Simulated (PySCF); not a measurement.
# CH2LuO (Lu(H2CO)3+): the cost of one run

Computed with PySCF 2.14.0. Level: PBE0, Lu def2-SVP with ECP28, O def2-SVP, C def2-SVP, H def2-SVP; scalar-relativistic core potentials, no spin–orbit coupling.

1 further run of the same task is left out (for a known fault of the program).

## Step 1: Where the work starts

5 atoms, charge 3, spin multiplicity 1.

Bond lengths: Lu1–O2 1.971 Å, O2–C3 1.275 Å, C3–H4 1.114 Å, C3–H5 1.114 Å. Angles: Lu1–O2–C3 180.0°, O2–C3–H4 119.0°, O2–C3–H5 119.0°, H4–C3–H5 122.1°.

Coordinates:

```
Lu    0.00000    0.00000   -0.12454
O     0.00000    0.00000    1.84672
C     0.00000    0.00000    3.12215
H     0.97493    0.00000    3.66192
H    -0.97493    0.00000    3.66192
```

Formal oxidation states: Lu +3. An earlier session relaxed this geometry at PBE0, Lu def2-SVP with ECP28, O def2-SVP, C def2-SVP, H def2-SVP (singlet, point group C2v).

Its energy there is -1349.061897 Eh.

## Step 2: One electron removed, multiplicity 2

run.py (the lines that set the calculation)

```python
mol = gto.M(atom='''
Lu     0.00000     0.00000    -0.12454
O      0.00000     0.00000     1.84672
C      0.00000     0.00000     3.12215
H      0.97493     0.00000     3.66192
H     -0.97493     0.00000     3.66192''',
    basis={'Lu': 'def2-SVP', 'O': 'def2-SVP', 'C': 'def2-SVP', 'H': 'def2-SVP'},
    ecp={'Lu': 'def2-SVP'},
    charge=4, spin=1)
mf = dft.UKS(mol, xc='PBE0')
mf.grids.atom_grid = (50, 194)  # f atoms: unpruned, at least (60, 302)
mf = mf.density_fit()  # fitting sets: Lu def2-universal-JKFIT, O def2-universal-JKFIT, C def2-universal-JKFIT, H def2-universal-JKFIT
mf.conv_tol = 1e-08; mf.max_cycle = 55
mf.kernel(dm0)  # dm0: the density of the relaxed state
```

Launch:

```bash
$ OMP_NUM_THREADS=2 python run.py
```

**Question.** How long does this run take on 2 threads of Intel Xeon at 2.50GHz (Skylake/Cascade Lake), shared host?

About 12 s.
